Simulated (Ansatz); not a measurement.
Crystal: CaIrN2.

```
CELL_PARAMETERS angstrom
1.64885 0.95196 5.00940
-1.64885 0.95196 5.00940
0.00000 -1.90393 5.00940
ATOMIC_POSITIONS crystal
Ir 0.50000 0.50000 0.50000
Ca 0.00000 0.00000 0.00000
N 0.23088 0.23088 0.23088
N 0.76912 0.76912 0.76912
```

The cell comes from a database or a generator and needn't be the stable form of this composition.

Program: Ansatz 0.2.0. Alike in all runs: task projected density of states; potentials or basis Ansatz PAW; no spin polarisation; cell as given; k mesh 5 × 5 × 5; smearing fermi-dirac 0.05 eV; the mesh is coarse, so values aren't converged. Hardware: 2 threads of Intel(R) Xeon(R) Platinum 8259CL CPU @ 2.50GHz (Skylake/Cascade Lake), with other jobs on the host.

**Question.** Order these runs on this cell by their wall time, lowest first.
A. level PBE0; cutoff (eV) 420
B. level r2SCAN; cutoff (eV) 500
C. level PBEsol; cutoff (eV) 420

**Answer.** C (2.1 s), B (4.6 s), A (38 s).

Caveats: all runs use coarse meshes; the density of states is complete only up to the lowest level of the last band computed.

Runs at the PBE level aren't shown here.
